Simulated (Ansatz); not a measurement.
# AlBFH3O: the cost of one run

Computed with Ansatz 0.2.0 through its Python package. Level of theory: r2SCAN0/def2-SVP.

**1. The system**

Bond lengths: B1–Al2 2.004 Å, Al2–O3 1.803 Å, Al2–F4 1.790 Å, B1–H5 1.238 Å, B1–H6 1.202 Å, O3–H7 0.994 Å. Angles: B1–Al2–O3 119.1°, B1–Al2–F4 122.9°, O3–Al2–F4 118.1°, Al2–B1–H5 120.4°, Al2–B1–H6 123.9°, H5–B1–H6 115.6°, Al2–O3–H7 108.0°.

No structure file is read: the coordinates are typed or built in the script.

**2. Script**

The input, albfh3o_bend.py:

```python
'''Energy of AlBFH3O against one bond angle.'''

import warnings

import ansatz as az
from ase import Atoms


def main() -> None:
    warnings.simplefilter('ignore', az.DeckWarning)

    atoms = Atoms(['B', 'Al', 'O', 'F', 'H', 'H', 'H'], positions=[
        [-1.1219, 0.8051, 0.1332],
        [0.3882, -0.366, -0.471],
        [1.905, -0.4108, 0.5025],
        [0.309, -1.3661, -1.9538],
        [-2.1646, 0.8734, -0.5299],
        [-1.0674, 1.5283, 1.0923],
        [1.8131, -1.132, 1.181],
    ])

    # relax first, so that the scan starts from a minimum
    first = (
        az.Crystal.molecule_from_ase(atoms).calculation()
        .basis(gaussian='def2-SVP')
        .functional('R2SCAN0')
        .relax(force_tolerance=0.02, max_steps=80)
    )
    atoms.positions = first.run(threads=1).report['positions_ang']

    rows = []
    for angle in [90, 100, 110, 120, 135, 150, 165, 179]:
        bent = atoms.copy()
        bent.set_angle(1, 2, 6, angle, indices=[6])
        calculation = (
            az.Crystal.molecule_from_ase(bent).calculation()
            .basis(gaussian='def2-SVP')
            .functional('R2SCAN0')
        )
        rows.append((angle, calculation.run(threads=1).report['free_energy_ev']))
    floor = min(e for _, e in rows)
    for angle, e in rows:
        print(f'angle Al1-O2-H6 = {angle:3d} deg   {1000 * (e - floor):9.1f} meV')


if __name__ == '__main__':
    main()
```

**3. What the engine is handed**

The engine receives this input (first run):

```yaml
crystal:
  periodic: [false, false, false]
  atoms:
    - { symbol: B, position_ang: [-1.1219, 0.8051, 0.1332] }
    - { symbol: Al, position_ang: [0.3882, -0.366, -0.471] }
    - { symbol: O, position_ang: [1.905, -0.4108, 0.5025] }
    - { symbol: F, position_ang: [0.309, -1.3661, -1.9538] }
    - { symbol: H, position_ang: [-2.1646, 0.8734, -0.5299] }
    - { symbol: H, position_ang: [-1.0674, 1.5283, 1.0923] }
    - { symbol: H, position_ang: [1.8131, -1.132, 1.181] }
basis:
  gaussian:
    orbitals: def2-SVP
hamiltonian:
  xc: r2scan0
relax:
  f_tol: 0.02
  max_steps: 80
```

**4. Running it**

Run with:

```sh
> python albfh3o_bend.py
```

**Question.** How long does this script take on 1 thread of Arm Neoverse V2, shared host, and how much memory does it need?

About 88 s, with a peak of 0.25 GiB.
